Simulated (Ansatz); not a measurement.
# Zn3Se: the cost of one run

Program: Ansatz 0.2.0. Level of theory: DFT PBE, scalar-relativistic, plane waves, PAW. These are calculated values, not measurements.

### 1 Starting point

The structure is cubic, space group Pm-3m (No. 221). Conventional cell: a = 4.364 Å, b = 4.364 Å, c = 4.364 Å, α = 90.00°, β = 90.00°, γ = 90.00°. Zn (site symmetry 4/mmm) has 2 Se at 2.18 Å in its first shell of neighbours. Se (site symmetry m-3m) is surrounded by 6 Zn at 2.18 Å.

As a file:

```cif
data_structure
_symmetry_space_group_name_H-M 'Pm-3m'
_symmetry_Int_Tables_number 221
_cell_length_a 4.3635
_cell_length_b 4.3635
_cell_length_c 4.3635
_cell_angle_alpha 90.000
_cell_angle_beta 90.000
_cell_angle_gamma 90.000
_cell_volume 83.08
loop_
_atom_site_label
_atom_site_type_symbol
_atom_site_symmetry_multiplicity
_atom_site_Wyckoff_symbol
_atom_site_fract_x
_atom_site_fract_y
_atom_site_fract_z
_atom_site_occupancy
Zn1 Zn 3 c 0.00000 0.50000 0.50000 1
Se1 Se 1 b 0.50000 0.50000 0.50000 1
```

A structure generator made this guess: random cell by space group and Wyckoff sites (Pm-3m, No. 221). The dimensions are guesses.

### 2 The guess as it stands, on a coarse mesh

The input, input.yaml:

```yaml
crystal:
  lattice:
    - [4.36351736, 0.0, 0.0]
    - [0.0, 4.36351736, 0.0]
    - [0.0, 0.0, 4.36351736]
  atoms:
    - { symbol: Zn, position: [0.0, 0.5, 0.5] }
    - { symbol: Zn, position: [0.5, 0.0, 0.5] }
    - { symbol: Zn, position: [0.5, 0.5, 0.0] }
    - { symbol: Se, position: [0.5, 0.5, 0.5] }
basis:
  ecutwfc: 420
kpoints:
  mp_grid: { grid: [4, 4, 4] }
hamiltonian:
  xc: pbe
scf:
  occupations: { method: gaussian, width: 0.1 }
  lower_state_search: "off"
output:
  forces: true
  stress: true
  eigenvalues: true
```

Started as:

```
> ansatz run input.yaml --threads 1 --pin off --max-ram 2560MiB --backend cpu --events-out ev --progress --plain --runs-dir out
```

What time and memory should one allow on 1 thread of Arm Neoverse V2, shared host?

About 2 s, with a peak of 0.32 GiB.
